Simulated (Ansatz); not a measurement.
# K2Sc4F13: the cost of one run

Program: Ansatz 0.2.0. Level of theory: DFT PBEsol, plane waves, PAW, scalar-relativistic, no spin polarisation. These are calculated values, not measurements.

## 1. The starting structure

The cell holds 19 atoms (F13K2Sc4): a = 6.224 Å, b = 6.224 Å, c = 8.097 Å, α = 90.00°, β = 90.00°, γ = 116.57°.

The coordinates stand in the first input below.

## 2. Run 1

160 steps of 2 fs under a Langevin thermostat at 1200 K.

input.yaml reads:

```yaml
accuracy: low
crystal:
  lattice:
    - [3.272068, -5.294811, 0.0]
    - [3.272068, 5.294811, 0.0]
    - [0.0, 0.0, 8.09669]
  atoms:
    - { symbol: K, position: [0.0, 0.0, 0.0] }
    - { symbol: Sc, position: [0.3065786, 0.6934214, 0.25] }
    - { symbol: Sc, position: [0.6934214, 0.3065786, 0.25] }
    - { symbol: F, position: [0.2968031, 0.7031968, 0.0] }
    - { symbol: F, position: [0.7031968, 0.2968032, 0.0] }
    - { symbol: F, position: [0.3332306, 0.0452846, 0.25] }
    - { symbol: F, position: [0.6667694, 0.9547154, 0.25] }
    - { symbol: F, position: [0.0452846, 0.3332306, 0.25] }
    - { symbol: F, position: [0.5, 0.5, 0.25] }
    - { symbol: K, position: [0.0, 0.0, 0.5] }
    - { symbol: Sc, position: [0.3065786, 0.6934214, 0.75] }
    - { symbol: Sc, position: [0.6934214, 0.3065786, 0.75] }
    - { symbol: F, position: [0.2968031, 0.7031968, 0.5] }
    - { symbol: F, position: [0.7031968, 0.2968032, 0.5] }
    - { symbol: F, position: [0.3332306, 0.0452846, 0.75] }
    - { symbol: F, position: [0.6667694, 0.9547154, 0.75] }
    - { symbol: F, position: [0.0452846, 0.3332306, 0.75] }
    - { symbol: F, position: [0.9547154, 0.6667694, 0.75] }
    - { symbol: F, position: [0.5, 0.5, 0.75] }
basis:
  ecutwfc: 420.0
kpoints:
  mp_grid: { grid: [2, 2, 1] }
hamiltonian:
  xc: pbesol
scf:
  occupations: { method: fermi_dirac, width: 0.05 }
  lower_state_search: "off"
md:
  timestep: 2
  n_steps: 160
  ensemble: nvt_langevin
  temperature: 1200.0
  initial_velocities: maxwell_boltzmann
  seed: 669991
  friction: 0.05
```

On the command line:

```bash
> ansatz run input.yaml --threads 1 --pin off --max-ram 3072MiB --backend cpu --events-out ev --progress --plain --runs-dir out
```

**Question.** How long does this run take on 1 thread of Arm Neoverse V1, shared host, and how much memory does it need?

About 20 min, with a peak of 0.66 GiB.
